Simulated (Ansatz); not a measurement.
# BGeHSi: the cost of one run

Method: cc-pVTZ, core rule «outside noble gas», up to 20 orbitals frozen; program: Ansatz 0.2.0, Gaussian basis.

Plan: UHF; CCSD(T) on ROHF; CCSD(T) on UHF; BCCD(T) on ROHF; CCSDT(Q) on ROHF; CCSDT(Q) on UHF.

5 further runs of the same task are left out: 1 that didn't finish, 4 set aside as unsound or not needed.

**1. The geometry**

The geometry is a PBE0/def2-TZVP stationary point (not a proven minimum) of the parent state, kept for this charge and spin. No spin-orbit coupling is included. The filled d shell of Ge may be among the frozen orbitals whatever the setting's name suggests; the logs give the count.

4 atoms, charge 1, spin multiplicity 2.

Atoms are counted from 1 here; the program's logs count them from 0.

Bond lengths: B1–Si2 1.955 Å, B1–Ge3 2.037 Å, Si2–Ge3 2.247 Å, Si2–H4 1.493 Å. Angles: Si2–B1–Ge3 68.5°, B1–Si2–Ge3 57.5°, B1–Si2–H4 125.2°, Ge3–Si2–H4 177.3°, B1–Ge3–Si2 54.0°.

Coordinates:

| atom | x (Å) | y (Å) | z (Å) |
| --- | --- | --- | --- |
| B1 | 0.0000 | -1.4554 | 0.5853 |
| Si2 | 0.0000 | 0.2594 | 1.5238 |
| Ge3 | 0.0000 | 0.1104 | -0.7180 |
| H4 | 0.0000 | 0.4282 | 3.0075 |

**2. UHF**

Contents of in.yaml:

```yaml
crystal:
  periodic: [false, false, false]
  atoms:
    - {symbol: B, position_ang: [0.000000, -1.455407, 0.585347]}
    - {symbol: Si, position_ang: [0.000000, 0.259390, 1.523825]}
    - {symbol: Ge, position_ang: [0.000000, 0.110375, -0.718019]}
    - {symbol: H, position_ang: [0.000000, 0.428237, 3.007464]}
basis:
  gaussian: {orbitals: cc-pVTZ}
total_charge: 1
magnetization: {spin_polarized: true, initial_magnetization: 1}
hamiltonian: {xc: hf}
output: {orbitals: {seedname: orbitals}}
```

Command:

```
$ ansatz run in.yaml --threads 1 --pin off --events-out ev --progress --plain --max-ram 4096MiB --backend cpu
```

**Question.** How long does this run take on 1 thread of AMD EPYC 7R13, shared host, and how much memory does it need?

About 44 s, with a peak of 0.46 GiB.
